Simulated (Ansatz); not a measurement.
**CH7ClOSi2: a ladder of functionals and wavefunction methods**

An exercise on one series of results from a longer session: the logs are not shown, and one member is left open.

Computed with Ansatz 0.2.0, Gaussian basis. Level: functionals in def2-TZVPP, the program's frozen cores in correlated methods.

Levels to be run: PBE-D4, r2SCAN-D4, PBE0-D4, B3LYP-D4, ωB97X-V, ωB97M-V, B2PLYP; CCSD(T)/def2-TZVPP; MP2/def2-QZVPP; extrapolation to the limit.

## The relaxed structure

All runs share one geometry, relaxed beforehand with PBE0-D4 in a triple-zeta def2 set.

12 atoms, charge 0, spin multiplicity 1.

Atoms are counted from 1 here; the program's logs count them from 0.

Bond lengths: Si1–O2 1.649 Å, Si1–H6 1.489 Å, Si1–H7 1.489 Å, Si1–H8 1.480 Å, O2–C3 1.420 Å, C3–Si4 1.881 Å, C3–H9 1.098 Å, C3–H10 1.098 Å, Si4–Cl5 2.060 Å, Si4–H11 1.481 Å, Si4–H12 1.481 Å. Angles: O2–Si1–H6 110.3°, O2–Si1–H7 110.3°, O2–Si1–H8 106.4°, H6–Si1–H7 108.3°, H6–Si1–H8 110.7°, H7–Si1–H8 110.8°, Si1–O2–C3 121.5°, O2–C3–Si4 106.6°, O2–C3–H9 111.4°, O2–C3–H10 111.5°, Si4–C3–H9 110.1°, Si4–C3–H10 110.1°, H9–C3–H10 107.1°, C3–Si4–Cl5 108.0°, C3–Si4–H11 110.6°, C3–Si4–H12 110.6°, Cl5–Si4–H11 108.4°, Cl5–Si4–H12 108.4° and more.

The first run:

File in.yaml:

```yaml
crystal:
  periodic: [false, false, false]
  atoms:
    - {symbol: Si, position_ang: [-2.181308, 0.322298, -0.261875]}
    - {symbol: O, position_ang: [-0.709548, -0.026731, 0.394282]}
    - {symbol: C, position_ang: [0.481321, 0.045861, -0.375620]}
    - {symbol: Si, position_ang: [1.892873, -0.436162, 0.770695]}
    - {symbol: Cl, position_ang: [3.647715, -0.340312, -0.303072]}
    - {symbol: H, position_ang: [-2.472847, -0.595699, -1.397192]}
    - {symbol: H, position_ang: [-2.201003, 1.720125, -0.774028]}
    - {symbol: H, position_ang: [-3.173660, 0.146901, 0.822152]}
    - {symbol: H, position_ang: [0.643328, 1.058054, -0.770134]}
    - {symbol: H, position_ang: [0.444791, -0.634315, -1.237305]}
    - {symbol: H, position_ang: [1.987230, 0.508029, 1.907416]}
    - {symbol: H, position_ang: [1.718109, -1.823247, 1.258482]}
basis:
  gaussian: {orbitals: def2-TZVPP}
hamiltonian: {xc: pbe, dispersion: d4}
output: {forces: true, orbitals: {seedname: orbitals}}
```

Started as:

```bash
ansatz run in.yaml --threads 4 --pin off --events-out ev --progress --plain --max-ram 10444MiB
```

Among the steps run: PBE-D4 (GGA); r2SCAN-D4 (meta-GGA); PBE0-D4 (hybrid); B3LYP-D4 (hybrid); ωB97X-V (range-separated); ωB97M-V (range-separated); B2PLYP (double hybrid); CCSD(T) in def2-TZVPP; MP2 in def2-QZVPP.

One of the session's tables, all rows but one given; the rest of the session is left out.

```
            method  atomisation energy (kJ/mol)
            PBE-D4                       4046.4
         r2SCAN-D4                            ?
           PBE0-D4                       4008.1
          B3LYP-D4                       4030.9
           ωB97X-V                       4070.4
           ωB97M-V                       4057.9
            B2PLYP                       3988.8
     HF/def2-TZVPP                       3022.3
    MP2/def2-TZVPP                       3983.2
   CCSD/def2-TZVPP                       3894.7
CCSD(T)/def2-TZVPP                       3942.8
           MP2/CBS                       4094.9
       CCSD(T)/CBS                       4054.4
```

Q: Estimate the row for r2SCAN-D4 from the others.

**Answer.** atomisation energy (kJ/mol): 4045.3. In the column «atomisation energy (kJ/mol)» it lies between B3LYP-D4 (4030.9) and PBE-D4 (4046.4).

Caveats from the session: Free atoms (2 Si, 1 O, 1 C, 1 Cl, 7 H) were run apart at each level; the atomisation energy is their sum less the molecule, without zero-point or spin-orbit terms.
